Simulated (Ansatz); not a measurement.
**CH₃GaMg (SMILES [CH2]1[Mg][GaH]1): one structure at several levels**

An exercise on one series of results from a longer session: the logs are not shown, and one member is left open.

Computed with Ansatz 0.2.0, Gaussian basis. Level: single points in def2-TZVPP.

Cores are frozen in the correlated methods. Filled d shells of the heavier atoms are correlated. The outer core shell of Li, Na, Mg and K is correlated. B3LYP uses VWN-RPA correlation.

## The system as given

6 atoms, charge 0, spin multiplicity 1.

Atoms are counted from 1 here; the program's logs count them from 0.

Bond lengths: C1–Mg2 2.030 Å, C1–Ga3 2.190 Å, C1–H4 1.218 Å, C1–H5 1.097 Å. Angles: Mg2–C1–Ga3 79.0°, Mg2–C1–H4 110.4°, Mg2–C1–H5 111.6°, Ga3–C1–H4 121.4°, Ga3–C1–H5 124.9°, H4–C1–H5 105.5°.

Coordinates:

```xyz
6

C    -0.1759   -0.3442   -0.6393
Mg    1.2619   -1.6664   -0.0862
Ga    0.4305    0.4850    1.2950
H    -1.2436   -0.9134   -0.7800
H     0.0453    0.1086   -1.6137
H    -0.4452    2.2600    1.7278
```

The first run:

run/in.yaml reads:

```yaml
crystal:
  periodic: [false, false, false]
  atoms:
    - {symbol: C, position_ang: [-0.175900, -0.344200, -0.639300]}
    - {symbol: Mg, position_ang: [1.261900, -1.666400, -0.086200]}
    - {symbol: Ga, position_ang: [0.430500, 0.485000, 1.295000]}
    - {symbol: H, position_ang: [-1.243600, -0.913400, -0.780000]}
    - {symbol: H, position_ang: [0.045300, 0.108600, -1.613700]}
    - {symbol: H, position_ang: [-0.445200, 2.260000, 1.727800]}
basis:
  gaussian: {orbitals: def2-TZVPP}
correlation: {method: ccsd_t}
output: {forces: true}
```

No record of the launch command was kept for these runs.

Steps of the session up to this table: CCSD(T)/def2-TZVPP; PBE0-D4/def2-TZVPP; wB97M-V/def2-TZVPP; r2SCAN-D4/def2-TZVPP; PBE-D4/def2-TZVPP; B3LYP-D4/def2-TZVPP; BLYP-D4/def2-TZVPP.

One of the session's tables, all rows but one given; the rest of the session is left out.

```
   method  RMS force component (eV/Å)  angle to CCSD(T) forces (°)  dipole (D)
  CCSD(T)                       1.134                    reference        5.30
  PBE0-D4                       1.131                          4.4        5.63
  wB97M-V                       1.146                          5.6        6.32
r2SCAN-D4                       1.104                          4.6        5.51
   PBE-D4                       1.046                          4.8        5.14
 B3LYP-D4                           ?                            ?           ?
  BLYP-D4                       1.050                          6.8        5.20
```

Estimate the missing values for B3LYP-D4.

**Answer.** RMS force component (eV/Å): 1.121; angle to CCSD(T) forces (°): 4.1; dipole (D): 5.60. In the column «RMS force component (eV/Å)» it lies between r2SCAN-D4 (1.104) and PBE0-D4 (1.131).
